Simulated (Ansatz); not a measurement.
**C2F3 (trifluorovinyl radical) at UPBE/aug-cc-pVDZ**

Aim: the electronic atomisation energy of C2F3 (trifluorovinyl radical) at UPBE/aug-cc-pVDZ, from 3 runs. 

Program for the calculation: Ansatz 0.2.0.

45 further runs of the same task are left out: 3 that didn't finish, 42 set aside as unsound or not needed.

## (1) The molecule

The species is C2F3 (5 atoms), meant as a doublet with charge 0. SMILES: `F[C]=C(F)F`. The coordinates come from a PBE0-D4/def2-TZVP relaxation.

Bond lengths: F1–C2 1.297 Å, C2–C3 1.311 Å, C3–F4 1.317 Å, C3–F5 1.311 Å. Angles: F1–C2–C3 129.8°, C2–C3–F4 124.9°, C2–C3–F5 123.2°, F4–C3–F5 111.9°.

## (2) A single-point energy at UPBE/aug-cc-pVDZ

The input, input.yaml:

```yaml
crystal:
  periodic: [false, false, false]
  atoms:
    - symbol: F
      position_ang: [0.577720, -1.033470, 1.511080]
    - symbol: C
      position_ang: [0.506940, 0.038840, 0.785720]
    - symbol: C
      position_ang: [-0.126500, 0.247860, -0.343200]
    - symbol: F
      position_ang: [-0.848620, -0.650470, -0.980670]
    - symbol: F
      position_ang: [-0.109540, 1.397240, -0.972920]
basis:
  gaussian:
    orbitals: aug-cc-pVDZ
magnetization:
  spin_polarized: true
  initial_magnetization: 1
hamiltonian:
  xc: pbe
accuracy: high
output:
  orbitals: {seedname: orbitals}
```

Launch:

```bash
$ ansatz run input.yaml --threads 1 --pin off --max-ram 3480MiB --events-out events.jsonl --progress --plain --runs-dir runs
```

Output:

```text
Warning: RAYON_NUM_THREADS=1 ignored (pool sized by the plan → 1); use --threads N
Functional definition: PBE
  name "PBE"
  parameter kappa = 0.804
  parameter beta = 0.06672455060314922
  exchange = pbe_x(kappa = kappa, mu = beta*pi^2/3)
  correlation = pbe_c(beta = beta)
2299 factors; integrals over basis functions are off by at most 2.3e-9 eV
mean field evaluation 1: about -10209.0093 eV, gradient 2.5e1 eV
mean field evaluation 2: about -10208.5515 eV, gradient 2.7e1 eV
mean field evaluation 4: about -10211.8743 eV, gradient 2.2e0 eV
mean field evaluation 8: about -10211.8854 eV, gradient 1.4e-1 eV
mean field evaluation 16: about -10211.8855 eV, gradient 4.8e-5 eV
mean field evaluation 32: about -10211.6964 eV, gradient 1.4e0 eV
mean field -10211.88554343 eV, -375.2798718565 hartree, gradient 4.6e-8 eV, S^2 0.757714; 3 other end points of the search recorded, 0 dependent functions left out
reference -10211.88554840 eV, -375.2798720392 hartree; 20, 19 occupied and 95, 96 virtual orbitals, 2299 factors
Total energy: -10211.88554840 eV, -375.2798720392 hartree
```

Run time: 25 s. Hardware: 1 thread of Arm Neoverse N1, shared host; peak memory 0.36 GiB.

## (3) The C atom

The input, job.yaml:

```yaml
crystal:
  periodic: [false, false, false]
  atoms:
    - symbol: C
      position_ang: [0.000000, 0.000000, 0.000000]
basis:
  gaussian:
    orbitals: aug-cc-pVDZ
magnetization:
  spin_polarized: true
  initial_magnetization: 2
hamiltonian:
  xc: {name: PBE}
accuracy: high
```

Run the same way, it converges to -37.79112 Eh (log not shown).

## (4) The F atom

The input, job.yaml:

```yaml
crystal:
  periodic: [false, false, false]
  atoms:
    - {symbol: F, position_ang: [0.000000, 0.000000, 0.000000]}
basis:
  gaussian: {orbitals: aug-cc-pVDZ}
magnetization: {spin_polarized: true, initial_magnetization: 1}
hamiltonian: {xc: {name: PBE}}
accuracy: high
```

Launch:

```bash
$ ansatz run job.yaml --threads 1 --pin off --max-ram 3480MiB --events-out events.jsonl --progress --plain --runs-dir runs
```

Output, shortened:

```text
Warning: RAYON_NUM_THREADS=1 ignored (pool sized by the plan → 1); use --threads N
[... 6 set-up lines as earlier in the session ...]
199 factors; integrals over basis functions are off by at most 2.8e-9 eV
mean field evaluation 1: about -2711.2251 eV, gradient 5.7e0 eV
mean field evaluation 2: about -2711.2444 eV, gradient 5.0e0 eV
mean field evaluation 4: about -2711.3224 eV, gradient 8.9e-3 eV
mean field evaluation 8: about -2711.3222 eV, gradient 1.4e-4 eV
mean field evaluation 16: about -2711.3216 eV, gradient 1.6e-1 eV
mean field evaluation 32: about -2711.3222 eV, gradient 1.8e-8 eV
mean field -2711.32222361 eV, -99.6392539175 hartree, gradient 9.5e-9 eV, S^2 0.751260; 5 other end points of the search recorded, 0 dependent functions left out
reference -2711.32222591 eV, -99.6392540021 hartree; 5, 4 occupied and 18, 19 virtual orbitals, 199 factors
Total energy: -2711.32222591 eV, -99.6392540021 hartree
```

Wall time 1.6 s (1 thread of Arm Neoverse N1, shared host).

## (5) Results

Level: UPBE/aug-cc-pVDZ.

```
                                    quantity          value
                      molecule: total energy  -375.27987 Eh
molecule: HOMO energy (highest over α and β)       -6.23 eV
 molecule: LUMO energy (lowest over α and β)       -4.72 eV
                              molecule: ⟨S²⟩          0.758
                        C atom: total energy   -37.79112 Eh
                                C atom: ⟨S²⟩          2.003
                        F atom: total energy   -99.63925 Eh
                                F atom: ⟨S²⟩          0.751
               electronic atomisation energy      21.221 eV
```

**Reading.** Taking the molecule apart into free atoms costs 21.22 eV (2048 kJ/mol), before zero-point energy and without spin-orbit coupling.
